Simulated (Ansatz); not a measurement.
The system is K3Pd.

```
Pd K
1.0
     5.44501    0.00000    0.00000
     0.00000    5.44501    0.00000
     0.00000    0.00000    5.44501
Pd K
1 3
Direct
  0.00000 0.00000 0.00000
  0.00000 0.50000 0.50000
  0.50000 0.00000 0.50000
  0.50000 0.50000 0.00000
```

The cell comes from a database or a generator and needn't be the stable form of this composition.

Base run:

- Program: Ansatz 0.2.0
- Functional: PBE
- Potentials or basis: Ansatz PAW
- Cutoff: 420 eV
- Density cutoff: 1680 eV
- k mesh: 5 × 5 × 5
- Occupations: fermi-dirac, width 0.05 eV
- Spin: no spin polarisation

Its results: band gap on the k mesh none (metal or under the smearing width); pressure 0.0 GPa.

The run is repeated on the same cell with these changes: functional from PBE to RPBE; occupations from fermi-dirac, width 0.05 eV to gaussian, width 0.02 eV. What comes out?

Band gap on the k mesh none (metal or under the smearing width); pressure 0.9 GPa.

Caveats: the potentials were made for another functional, which shifts forces and pressure (some runs); the PAW data sets come from PBE, with cores solved anew for the run's functional, which leaves a small shift of forces and pressure (some runs).

Not every run made on this cell is shown here.
